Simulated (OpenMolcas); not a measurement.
**Yb³⁺ among point charges: CASSCF levels and susceptibility**

Aim: the splitting of the states of Yb³⁺ in the field of 6 point charges, its lowest levels with spin-orbit coupling and its magnetic susceptibility.

Method: state-averaged CASSCF, spin-orbit coupling by RASSI with atomic mean-field integrals. Code: OpenMolcas 26.06.

## (1) Starting point

- Species: Yb³⁺ (ytterbium, Z = 70, 67 electrons)
- Basis: ANO-RCC-VDZP [7s6p4d2f1g], 68 functions
- Scalar Hamiltonian: DKH2, point nucleus
- Inactive shells: 1s 2s 2p 3s 3p 3d 4s 4p 4d 5s 5p
- Active space: 13 electrons in 7 orbitals (4f)
- Some configurations of this space: 4f¹³
- Orbitals: optimised for the highest spin of each parity, averaged over all roots

Outer shells as boxes (Hund's rule):

4f13
```
4f [↑↓][↑↓][↑↓][↑↓][↑↓][↑↓][↑ ]
```

The ion sits among 6 point charges of -2 e arranged as a trigonal prism (D3h), 2.59 Å from the ion, with a polar angle of 42.2° against the regular 49.1°.

Each step is its own input file, run in one work folder so that later steps find the files of earlier ones. Labels, J, g values, rates, χT and fits are worked out afterwards by a script from the matrices that RASSI stores.

## (2) One- and two-electron integrals

File a.inp:

```
&GATEWAY
Coord
1

Yb 0.0 0.0 0.0
Basis=ANO-RCC-VDZP
Group=NoSym
NoMove
AngMom=0.0 0.0 0.0
AMFI
XField
6 Angstrom 0
1.740627 0.000000 1.917894 -2.000000
-0.870313 1.507427 1.917894 -2.000000
-0.870313 -1.507427 1.917894 -2.000000
1.740627 0.000000 -1.917894 -2.000000
-0.870313 1.507427 -1.917894 -2.000000
-0.870313 -1.507427 -1.917894 -2.000000
&SEWARD
```

Run with:

```sh
OMP_NUM_THREADS=1 MOLCAS_MEM=2252 MOLCAS_PROJECT=a pymolcas a.inp > a.log
```

## (3) CASSCF: doublets, 7 roots

File a.inp:

```
&RASSCF
FileOrb=start.orb
Symmetry=1
Spin=2
nActEl=13 0 0
Inactive=27
Ras2=7
CIRoot=7 7 1
SDav=7
CIMx=300
Iter=120 100
PrWF=0.3
OrbListing=Nothing
MaxOrb=0
>>> COPY $Project.JobIph JOB001
```

start.orb holds the contracted functions of the basis, ordered by shell, or the orbitals of the step before.

## (4) RASSI: spin-orbit coupling between the states

File a.inp:

```
&RASSI
NrOfJobIphs=1 7
1 2 3 4 5 6 7
IphNames
JOB001
EJob
SpinOrbit
DIPRint=1.0
SOCoupling=1000.0
Subsets=2
Property=9
'ANGMOM' 1 'ANGMOM' 2 'ANGMOM' 3 'MLTPL  1' 1 'MLTPL  1' 2 'MLTPL  1' 3
'AMFI' 1 'AMFI' 2 'AMFI' 3
SOProperty=3
'ANGMOM' 1 'ANGMOM' 2 'ANGMOM' 3
```

Q: Predict the outcome of this session. Wanted: spin-free ground state; first state of the same spin within the active space; lowest level; next level.

As calculated:

| quantity | value |
| --- | --- |
| method | CASSCF |
| spin-free ground state | 2A2, 1-fold in its orbital part |
| first state of the same spin within the active space | 2E at 173 cm⁻¹ |
| lowest level | 2-fold E1/2, g = 1.16, 4.58, 4.58 |
| next level | 296.9 cm⁻¹ |
| χT at 300 K | 2.32 cm³ K/mol |
| effective moment at 300 K | 4.31 μB |

The spin-free ground state (2A2) comes to 100 % from free-ion F terms and keeps the highest spin of the shell. Point charges carry no covalency, so the field is a model and not that of real ligands.
